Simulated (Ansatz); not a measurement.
**CH₄AlFS: a ladder of functionals and wavefunction methods**

An exercise on one series of results from a longer session: the logs are not shown, and one member is left open.

The runs use Ansatz 0.2.0, Gaussian basis; functionals in def2-TZVPP, the program's frozen cores in correlated methods.

Levels to be run: LDA (SPW92), PBE-D4, revPBE-D4, BLYP-D4, r2SCAN-D4, B97M-V, PBE0-D4, B3LYP-D4, r2SCANh-D4, r2SCAN0-D4, HSE06-D4, BHLYP-D4, CAM-B3LYP-D4, LC-ωPBE, ωB97X-V, ωB97M-V, B2PLYP, PBE-QIDH; CCSD(T)/def2-SVP; CCSD(T)/def2-TZVPP; CCSD(T)/def2-QZVPP; extrapolation to the limit; RPA on PBE.

### The relaxed structure

An earlier PBE0-D4 in a triple-zeta def2 set relaxation fixed the geometry.

SMILES `C[S][AlH][F]`, 8 atoms, charge 0, spin multiplicity 1.

Atoms are counted from 1 here; the program's logs count them from 0.

Bond lengths: C1–S2 1.825 Å, C1–H5 1.091 Å, C1–H6 1.089 Å, C1–H7 1.089 Å, S2–Al3 2.158 Å, Al3–F4 1.647 Å, Al3–H8 1.573 Å. Angles: S2–C1–H5 112.1°, S2–C1–H6 108.6°, S2–C1–H7 108.7°, H5–C1–H6 109.0°, H5–C1–H7 109.0°, H6–C1–H7 109.5°, C1–S2–Al3 99.4°, S2–Al3–F4 118.3°, S2–Al3–H8 121.8°, F4–Al3–H8 119.9°.

The first run:

The input, in.yaml:

```yaml
crystal:
  periodic: [false, false, false]
  atoms:
    - {symbol: C, position_ang: [-0.688456, 1.158512, -0.202888]}
    - {symbol: S, position_ang: [-1.138168, -0.498178, 0.415321]}
    - {symbol: Al, position_ang: [0.785445, -1.464629, 0.261975]}
    - {symbol: F, position_ang: [0.905840, -3.040806, 0.722624]}
    - {symbol: H, position_ang: [0.365838, 1.223393, -0.475160]}
    - {symbol: H, position_ang: [-1.294456, 1.378821, -1.080251]}
    - {symbol: H, position_ang: [-0.898406, 1.889898, 0.575899]}
    - {symbol: H, position_ang: [2.054563, -0.704010, -0.273319]}
basis:
  gaussian: {orbitals: def2-TZVPP}
hamiltonian: {xc: lda}
output: {orbitals: {seedname: orbitals}}
```

Run with:

```bash
> ansatz run in.yaml --threads 2 --pin off --events-out ev --progress --plain --max-ram 31744MiB --backend cpu
```

Steps of the session up to this table: LDA; PBE-D4 (GGA); revPBE-D4 (GGA); BLYP-D4 (GGA); r2SCAN-D4 (meta-GGA); B97M-V (meta-GGA); B3LYP-D4 (hybrid); r2SCANh-D4 (hybrid); r2SCAN0-D4 (hybrid); HSE06-D4 (hybrid); BHLYP-D4 (hybrid); CAM-B3LYP-D4 (range-separated); LC-ωPBE (range-separated); ωB97X-V (range-separated); ωB97M-V (range-separated); B2PLYP (double hybrid); PBE-QIDH (double hybrid).

One of the session's tables, all rows but one given; the rest of the session is left out.

It belongs to the step «Orbital energies across the functionals». 

| functional | HOMO (eV) | gap (eV) |
| --- | --- | --- |
| LDA (SPW92) | -6.36 | 4.51 |
| PBE-D4 | ? | ? |
| revPBE-D4 | -6.19 | 4.69 |
| BLYP-D4 | -6.07 | 4.57 |
| r2SCAN-D4 | -6.49 | 5.20 |
| B97M-V | -6.58 | 5.12 |
| PBE0-D4 | -7.41 | 6.55 |
| B3LYP-D4 | -7.17 | 6.10 |
| r2SCANh-D4 | -6.93 | 5.89 |
| r2SCAN0-D4 | -7.58 | 6.91 |
| HSE06-D4 | -7.01 | 5.78 |
| BHLYP-D4 | -8.44 | 8.32 |
| CAM-B3LYP-D4 | -8.71 | 8.75 |
| LC-ωPBE | -10.10 | 11.23 |
| ωB97X-V | -9.74 | 10.76 |
| ωB97M-V | -9.58 | 10.32 |

Q: Estimate the row for PBE-D4 from the others.

**Answer.** HOMO (eV): -6.24; gap (eV): 4.63. In the column «HOMO (eV)» it lies between LDA (SPW92) (-6.36) and revPBE-D4 (-6.19).
